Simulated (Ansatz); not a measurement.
# CH3Cl2InO: how energies converge with the basis set

One table from this session's results is given with a row withheld; the runs are named, their logs left out.

Program: Ansatz 0.2.0, Gaussian basis. Level of theory: one geometry, several basis sets. These are calculated values, not measurements.

Levels to be run: PBE0-D4/def2-SVP; ωB97M-V/def2-SVP; PBE0-D4/def2-QZVPP; ωB97M-V/def2-QZVPP; the functionals' def2-TZVPP values are taken from earlier runs.

## The relaxed structure

An earlier PBE0-D4 in a triple-zeta def2 set relaxation fixed the geometry. In takes the def2 core potential; no spin-orbit term is included.

SMILES `C[O][In]([Cl])[Cl]`, 8 atoms, charge 0, spin multiplicity 1.

Atoms are counted from 1 here; the program's logs count them from 0.

Bond lengths: C1–O2 1.412 Å, C1–H6 1.094 Å, C1–H7 1.096 Å, C1–H8 1.097 Å, O2–In3 1.957 Å, In3–Cl4 2.308 Å, In3–Cl5 2.291 Å. Angles: O2–C1–H6 108.3°, O2–C1–H7 110.6°, O2–C1–H8 113.7°, H6–C1–H7 108.2°, H6–C1–H8 107.9°, H7–C1–H8 108.0°, C1–O2–In3 121.9°, O2–In3–Cl4 118.2°, O2–In3–Cl5 120.4°, Cl4–In3–Cl5 121.4°.

Set-up of the first run:

The input, in.yaml:

```yaml
crystal:
  periodic: [false, false, false]
  atoms:
    - {symbol: C, position_ang: [0.021347, -0.843111, 1.101849]}
    - {symbol: O, position_ang: [0.400952, 0.452093, 0.688356]}
    - {symbol: In, position_ang: [0.081722, 1.092459, -1.132810]}
    - {symbol: Cl, position_ang: [-1.100843, -0.267817, -2.574580]}
    - {symbol: Cl, position_ang: [0.831324, 3.156483, -1.785504]}
    - {symbol: H, position_ang: [-0.347307, -0.781977, 2.130459]}
    - {symbol: H, position_ang: [0.882634, -1.520302, 1.085762]}
    - {symbol: H, position_ang: [-0.769821, -1.287827, 0.486458]}
basis:
  gaussian: {orbitals: def2-SVP}
hamiltonian: {xc: pbe0, dispersion: d4}
output: {orbitals: {seedname: orbitals}}
```

Launch:

```
$ ansatz run in.yaml --threads 4 --pin off --events-out ev --progress --plain --max-ram 10444MiB
```

Among the steps run: PBE0-D4 in def2-SVP; ωB97M-V in def2-SVP; PBE0-D4 in def2-QZVPP; ωB97M-V in def2-QZVPP.

One of the session's tables, all rows but one given; the rest of the session is left out.

It belongs to the step «Density functionals: the series». 

| functional | basis | HOMO (eV) | LUMO (eV) |
| --- | --- | --- | --- |
| PBE0-D4 | def2-SVP | ? | ? |
| PBE0-D4 | def2-TZVPP | -8.22 | -2.52 |
| PBE0-D4 | def2-QZVPP | -8.26 | -2.56 |
| ωB97M-V | def2-SVP | -10.40 | -0.33 |
| ωB97M-V | def2-TZVPP | -10.61 | -0.55 |
| ωB97M-V | def2-QZVPP | -10.65 | -0.69 |

Q: Estimate the row for PBE0-D4, def2-SVP from the others.

As computed: HOMO (eV): -8.06; LUMO (eV): -2.38. In the column «HOMO (eV)» it is the highest.
